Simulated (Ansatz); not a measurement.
# ZrF+ (singlet): the correlation ladder, def2-SVP

An exercise on one series of results from a longer session: the logs are not shown, and one member is left open.

Program: Ansatz 0.2.0, Gaussian basis. Level of theory: def2-SVP, core rule «outside noble gas», up to 5 orbitals frozen. These are calculated values, not measurements.

Plan: UHF; CCSD(T) on RHF; CCSD(T) on UHF; CISD; CCSDT(Q) on RHF; CCSDT(Q) on UHF; CCSDTQ on RHF.

7 further runs of the same task are left out: 4 for a known fault of the program, 3 set aside as unsound or not needed.

### The system

The geometry is a PBE0/def2-TZVP stationary point (not a proven minimum). No spin-orbit coupling is included. Elements past krypton take def2 core potentials.

2 atoms, charge 1, spin multiplicity 1.

Atoms are counted from 1 here; the program's logs count them from 0.

Bond lengths: Zr1–F2 1.828 Å.

Set-up of the first run:

in.yaml reads:

```yaml
crystal:
  periodic: [false, false, false]
  atoms:
    - {symbol: Zr, position_ang: [0.000000, 0.000000, 0.000000]}
    - {symbol: F, position_ang: [0.000000, 0.000000, 1.828200]}
basis:
  gaussian: {orbitals: def2-SVP}
total_charge: 1
magnetization: {spin_polarized: true, initial_magnetization: 0}
hamiltonian: {xc: hf}
output: {orbitals: {seedname: orbitals}}
```

Started as:

```sh
$ ansatz run in.yaml --threads 1 --pin off --events-out ev --progress --plain --max-ram 4096MiB --backend cpu
```

Among the steps run: UHF; CCSD(T) on RHF; CCSD(T) on UHF; CISD; CCSDT(Q) on RHF; CCSDT(Q) on UHF; CCSDTQ on RHF.

One of the session's tables, all rows but one given; the rest of the session is left out.

| method | from RCCSDT(Q) (meV) |
| --- | --- |
| RHF | +7066.0 |
| UHF | +6263.9 |
| RMP2 | +701.5 |
| UMP2 | -6.5 |
| RCCSD | +386.5 |
| UCCSD | ? |
| RCCSD(T) | +135.2 |
| UCCSD(T) | -415.4 |
| RCCSDT | +111.5 |
| UCCSDT | -430.0 |
| RCCSDT(Q) | 0 |
| UCCSDT(Q) | -463.8 |
| RCCSDTQ | +42.6 |

Q: Estimate the row for UCCSD from the others.

As computed: from RCCSDT(Q) (meV): -196.5. In the column «from RCCSDT(Q) (meV)» it lies between UCCSD(T) (-415.4) and UMP2 (-6.5).

Not comparable, so not listed: CISD (they don't share determinant, frozen orbitals or solution with the rows shown, or repeat one).

To keep in mind: The determinant is far from a pure spin state, so its energy mixes those of several spin states (harmless only where they are near-degenerate, as at dissociation). The report flags that the cluster equations may have other roots. The program flags UCCSD(T), RCCSDT(Q), UCCSDT(Q), RCCSDTQ as in doubt, so the zero of the table is itself unsure. Warnings: restricted reference is unstable; spin contamination; large T1 diagnostic. Restricted and unrestricted rows rest on different reference determinants; where their highest levels disagree by more than a few hundredths of an eV, they describe different states and don't form one ladder.
